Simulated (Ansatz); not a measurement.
# RbLi (SMILES [Li][Rb]) at MP2/def2-TZVPP (core potential)

Aim: the energy change on altering one bond length of RbLi at MP2/def2-TZVPP (core potential), from 2 runs. 

Program for the calculation: Ansatz 0.2.0.

1 further run of the same task is left out (set aside as unsound or not needed).

## Step 1: The system as given

RbLi has 2 atoms, charge 0, and is taken as a singlet. SMILES: `[Li][Rb]`. The coordinates come from a PBE0-D4/def2-TZVP relaxation.

Bond lengths: Li1–Rb2 3.553 Å.

## Step 2: A single-point energy at MP2/def2-TZVPP (core potential)

Contents of job.yaml:

```yaml
basis:
  gaussian: {orbitals: def2-TZVPP}
crystal:
  periodic: [false, false, false]
  atoms:
    - {symbol: Li, position_ang: [-0.000000, 0.000000, -0.201360]}
    - {symbol: Rb, position_ang: [0.000000, -0.000000, 3.351730]}
accuracy: high
correlation: {method: mp2, frozen_orbitals: {Li: 0, Rb: 0}}
```

The run is started by

```console
$ ansatz run job.yaml --threads 1 --pin off --max-ram 3480MiB --events-out events.jsonl --progress --plain --runs-dir runs
```

Log:

```text
Warning: RAYON_NUM_THREADS=1 ignored (pool sized by the plan → 1); use --threads N
Functional definition: HF
  name "HF"
  exchange = exact_x
  correlation = 0
819 factors; integrals over basis functions are off by at most 3.2e-9 eV
mean field evaluation 1: about -849.8433 eV, gradient 3.1e0 eV
mean field evaluation 2: about -849.8433 eV, gradient 3.1e0 eV
mean field evaluation 4: about -849.9110 eV, gradient 3.7e-1 eV
mean field evaluation 8: about -849.9123 eV, gradient 3.2e-4 eV
mean field evaluation 16: about -844.8549 eV, gradient 6.4e0 eV
mean field -849.91232238 eV, -31.2337017560 hartree, gradient 6.6e-9 eV, S^2 0.000000; 1 other end points of the search recorded, 0 dependent functions left out; unrestricted orbitals would lower it
reference -849.91232238 eV, -31.2337017560 hartree; 6, 6 occupied and 53, 53 virtual orbitals, 819 factors
second order -3.91329579 eV of doubles, -0.00000000 eV of singles
Total energy: -853.82561817 eV, -31.3775127239 hartree
```

Wall time 0.4 s (1 thread of Arm Neoverse V2, shared host).

## Step 3: The distorted shape at the same level

Contents of job.yaml:

```yaml
crystal:
  periodic: [false, false, false]
  atoms:
    - symbol: Li
      position_ang: [-0.000000, 0.000000, -0.734370]
    - symbol: Rb
      position_ang: [0.000000, -0.000000, 3.351730]
basis:
  gaussian:
    orbitals: def2-TZVPP
correlation:
  method: mp2
  frozen_orbitals: {Li: 0, Rb: 0}
accuracy: high
```

The run is started by

```console
$ ansatz run job.yaml --threads 1 --pin off --max-ram 3480MiB --events-out events.jsonl --progress --plain --runs-dir runs
```

Log:

```text
Warning: RAYON_NUM_THREADS=1 ignored (pool sized by the plan → 1); use --threads N
[... 4 set-up lines as earlier in the session ...]
809 factors; integrals over basis functions are off by at most 3.4e-9 eV
mean field evaluation 1: about -849.8021 eV, gradient 2.9e0 eV
mean field evaluation 2: about -849.8021 eV, gradient 2.9e0 eV
mean field evaluation 4: about -849.8679 eV, gradient 3.2e-1 eV
mean field evaluation 8: about -849.8690 eV, gradient 3.9e-4 eV
mean field evaluation 16: about -845.3379 eV, gradient 5.9e0 eV
mean field -849.86899319 eV, -31.2321094377 hartree, gradient 1.3e-8 eV, S^2 0.000000; 1 other end points of the search recorded, 0 dependent functions left out; unrestricted orbitals would lower it
mean field evaluation 32: about -850.0251 eV, gradient 1.9e-1 eV
reference -849.86899319 eV, -31.2321094377 hartree; 6, 6 occupied and 53, 53 virtual orbitals, 809 factors
second order -3.84965716 eV of doubles, -0.00000000 eV of singles
Total energy: -853.71865035 eV, -31.3735817290 hartree
```

Wall time 0.42 s (1 thread of Arm Neoverse V2, shared host).

## Step 4: Results

Level: MP2/def2-TZVPP (core potential).

```
                                                           quantity         value
                                          first shape: total energy  -31.37751 Eh
                                    first shape: correlation energy    -143.8 mEh
                                      distorted shape: total energy  -31.37358 Eh
                                distorted shape: correlation energy    -141.5 mEh
energy change with the Li1–Rb2 bond stretched from 3.553 to 4.086 Å      0.107 eV
```

**Reading.** With the Li1–Rb2 bond stretched from 3.553 to 4.086 Å the energy rises by 0.11 eV (2.5 kcal/mol). The first shape isn't relaxed at this level, so the change isn't measured from a minimum. The restricted solution (first shape) is unstable to spin breaking: an unrestricted one lies lower. The restricted solution (distorted shape) is unstable to spin breaking: an unrestricted one lies lower.
